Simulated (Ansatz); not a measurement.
# CH₉BClNSi₂: basis-set convergence

The task here is to estimate one member of a computed series from the others.

Computed with Ansatz 0.2.0, Gaussian basis. Level: one geometry, several basis sets.

The runs, in order: PBE0-D4/def2-SVP; ωB97M-V/def2-SVP; PBE0-D4/def2-QZVPP; ωB97M-V/def2-QZVPP; the functionals' def2-TZVPP values are taken from earlier runs.

### The relaxed structure

All runs share one geometry, relaxed beforehand with PBE0-D4 in a triple-zeta def2 set.

15 atoms, charge 0, spin multiplicity 1.

Atoms are counted from 1 here; the program's logs count them from 0.

Bond lengths: B1–N2 1.411 Å, B1–H7 1.198 Å, B1–H8 1.201 Å, N2–Si3 1.768 Å, N2–Si5 1.732 Å, Si3–C4 1.858 Å, Si3–H9 1.484 Å, Si3–H10 1.488 Å, C4–H11 1.092 Å, C4–H12 1.093 Å, C4–H13 1.093 Å, Si5–Cl6 2.060 Å, Si5–H14 1.479 Å, Si5–H15 1.476 Å. Angles: N2–B1–H7 120.4°, N2–B1–H8 119.2°, H7–B1–H8 120.4°, B1–N2–Si3 118.5°, B1–N2–Si5 120.9°, Si3–N2–Si5 120.5°, N2–Si3–C4 110.9°, N2–Si3–H9 108.2°, N2–Si3–H10 106.2°, C4–Si3–H9 111.4°, C4–Si3–H10 110.8°, H9–Si3–H10 109.2°, Si3–C4–H11 110.4°, Si3–C4–H12 110.6°, Si3–C4–H13 110.7°, H11–C4–H12 108.4°, H11–C4–H13 108.5°, H12–C4–H13 108.2° and more.

Coordinates:

```xyz
15
charge 0, multiplicity 1
B    -1.28597   -1.42304    0.02758
N    -0.50524   -0.35677    0.52167
Si    1.19519   -0.26677    0.04583
C     1.35948    0.28010   -1.72210
Si   -1.20880    0.87841    1.51141
Cl   -1.11920    2.68375    0.52373
H    -2.45403   -1.49019    0.28617
H    -0.76473   -2.26321   -0.65430
H     1.80723   -1.60210    0.25805
H     1.83242    0.71608    0.96362
H     0.90468    1.26357   -1.86024
H     2.41212    0.34313   -2.00958
H     0.86468   -0.42696   -2.39206
H    -0.43354    1.05477    2.75874
H    -2.62620    0.55866    1.77087
```

The first run:

Contents of in.yaml:

```yaml
crystal:
  periodic: [false, false, false]
  atoms:
    - {symbol: B, position_ang: [-1.285967, -1.423039, 0.027580]}
    - {symbol: N, position_ang: [-0.505238, -0.356773, 0.521673]}
    - {symbol: Si, position_ang: [1.195187, -0.266769, 0.045826]}
    - {symbol: C, position_ang: [1.359480, 0.280096, -1.722097]}
    - {symbol: Si, position_ang: [-1.208805, 0.878412, 1.511406]}
    - {symbol: Cl, position_ang: [-1.119203, 2.683746, 0.523733]}
    - {symbol: H, position_ang: [-2.454027, -1.490192, 0.286165]}
    - {symbol: H, position_ang: [-0.764730, -2.263213, -0.654297]}
    - {symbol: H, position_ang: [1.807230, -1.602103, 0.258050]}
    - {symbol: H, position_ang: [1.832422, 0.716075, 0.963619]}
    - {symbol: H, position_ang: [0.904682, 1.263569, -1.860235]}
    - {symbol: H, position_ang: [2.412124, 0.343128, -2.009577]}
    - {symbol: H, position_ang: [0.864683, -0.426964, -2.392057]}
    - {symbol: H, position_ang: [-0.433537, 1.054768, 2.758738]}
    - {symbol: H, position_ang: [-2.626201, 0.558658, 1.770872]}
basis:
  gaussian: {orbitals: def2-SVP}
hamiltonian: {xc: pbe0, dispersion: d4}
output: {orbitals: {seedname: orbitals}}
```

On the command line:

```sh
$ ansatz run in.yaml --threads 4 --pin off --events-out ev --progress --plain --max-ram 11315MiB
```

Steps of the session up to this table: PBE0-D4 in def2-SVP; ωB97M-V in def2-SVP; PBE0-D4 in def2-QZVPP; ωB97M-V in def2-QZVPP.

One table of the session follows, with a row left open; its other results are not shown here.

It belongs to the step «Density functionals: the series». 

```
functional       basis  HOMO (eV)
   PBE0-D4    def2-SVP      -8.53
   PBE0-D4  def2-TZVPP      -8.58
   PBE0-D4  def2-QZVPP      -8.59
   ωB97M-V    def2-SVP     -10.74
   ωB97M-V  def2-TZVPP          ?
   ωB97M-V  def2-QZVPP     -10.83
```

**Question.** Estimate the row for ωB97M-V, def2-TZVPP.

As computed: HOMO (eV): -10.82. In the column «HOMO (eV)» it lies between ωB97M-V, def2-QZVPP (-10.83) and ωB97M-V, def2-SVP (-10.74).
